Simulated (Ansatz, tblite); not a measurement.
# The cluster As6+: one state, many levels

The task here is to estimate one member of a computed series from the others.

Computed with Ansatz 0.2.0, Gaussian basis. Level: as each input shows.

The runs, in order: GFN1-xTB, GFN2-xTB, PBE-D4/def2-SVP, r2SCAN-D4/def2-SVP, BLYP-D4/def2-SVP, B97M-V/def2-SVP, PBE+10HF/def2-SVP, PBE+15HF/def2-SVP, PBE+40HF/def2-SVP, HF/STO-3G, HF/6-31G, B3LYP-D4/6-31G, MP2/def2-SVP, RPA/def2-SVP.

12 further runs of the same task are left out: 7 that didn't finish, 5 set aside as unsound or not needed.

### The geometry

The geometry is that of the doublet, from an earlier relaxation (PBE-D4/def2-SVP). At that level it is the lowest of the isomers that a small search found.

6 atoms, charge 1, spin multiplicity 2.

Bond lengths: As1–As3 2.413 Å, As1–As6 2.413 Å, As2–As3 2.743 Å, As2–As4 2.481 Å, As2–As5 2.481 Å, As2–As6 2.744 Å, As3–As5 2.505 Å, As4–As5 2.509 Å, As4–As6 2.505 Å. Angles: As3–As1–As6 75.5°, As3–As2–As4 90.0°, As3–As2–As5 57.0°, As3–As2–As6 65.2°, As4–As2–As5 60.8°, As4–As2–As6 57.0°, As5–As2–As6 90.0°, As1–As3–As2 107.6°, As1–As3–As5 101.4°, As2–As3–As5 56.2°, As2–As4–As5 59.6°, As2–As4–As6 66.8°, As5–As4–As6 95.1°, As2–As5–As3 66.8°, As2–As5–As4 59.6°, As3–As5–As4 95.1°, As1–As6–As2 107.6°, As1–As6–As4 101.4° and more.

The ion is computed in the gas phase, without counter-ions or solvent.

PBE0-D4/def2-SVP was run before; its log isn't repeated, and its numbers join the tables.

The first run:

Tight binding, by tblite at 300 K electronic temperature and without a spin-polarisation term:

```python
tblite.interface.Calculator('GFN1-xTB', numbers, positions, charge=1, uhf=1).singlepoint()
```

Tight binding, by tblite at 300 K electronic temperature and without a spin-polarisation term:

```python
tblite.interface.Calculator('GFN2-xTB', numbers, positions, charge=1, uhf=1).singlepoint()
```

start.molden holds the orbitals of an earlier run on this state, given as this run's starting guess.

Input file in.yaml:

```yaml
crystal:
  periodic: [false, false, false]
  atoms:
    - {symbol: As, position_ang: [-2.379473, -0.230539, 0.223703]}
    - {symbol: As, position_ang: [1.564445, 0.274013, -1.015905]}
    - {symbol: As, position_ang: [-0.828152, 1.490785, -0.448742]}
    - {symbol: As, position_ang: [1.217310, -1.292744, 0.875793]}
    - {symbol: As, position_ang: [1.010218, 1.183083, 1.224661]}
    - {symbol: As, position_ang: [-0.584337, -1.424598, -0.859500]}
basis:
  gaussian: {orbitals: def2-SVP, initial_orbitals: start.molden}
total_charge: 1
magnetization: {spin_polarized: true, initial_magnetization: 1}
hamiltonian: {xc: pbe, dispersion: d4}
scf: {omitted_lower_state_checks: [starts]}
output: {orbitals: {seedname: orbitals}}
```

The run is started by

```
ansatz run in.yaml --threads 4 --pin off --events-out ev --progress --plain --max-ram 4787MiB
```

Steps of the session up to this table: PBE-D4/def2-SVP; r2SCAN-D4/def2-SVP; BLYP-D4/def2-SVP; B97M-V/def2-SVP; PBE+10HF/def2-SVP; PBE+15HF/def2-SVP; PBE+40HF/def2-SVP; HF/STO-3G; HF/6-31G; B3LYP-D4/6-31G; MP2/def2-SVP; RPA/def2-SVP.

One of the session's tables, all rows but one given; the rest of the session is left out.

It belongs to the step «Levels side by side». 

| level | HOMO (eV) | LUMO (eV) | gap (eV) |
| --- | --- | --- | --- |
| HF/STO-3G | -11.23 | -2.60 | 8.63 |
| HF/6-31G | -13.53 | -5.73 | 7.80 |
| PBE-D4/def2-SVP | -9.82 | -8.88 | 0.94 |
| BLYP-D4/def2-SVP | -9.51 | -8.72 | 0.79 |
| r2SCAN-D4/def2-SVP | -10.25 | -8.76 | 1.49 |
| B97M-V/def2-SVP | -10.07 | -8.69 | 1.38 |
| B3LYP-D4/6-31G | -10.87 | -8.67 | 2.20 |
| PBE0-D4/def2-SVP | -10.87 | -8.11 | 2.76 |
| PBE+10HF/def2-SVP | -10.24 | -8.58 | 1.66 |
| PBE+15HF/def2-SVP | -10.45 | -8.42 | 2.03 |
| PBE+40HF/def2-SVP | ? | ? | ? |

Q: Estimate the row for PBE+40HF/def2-SVP from the others.

As computed: HOMO (eV): -11.51; LUMO (eV): -7.64; gap (eV): 3.87. In the column «HOMO (eV)» it lies between HF/6-31G (-13.53) and HF/STO-3G (-11.23).
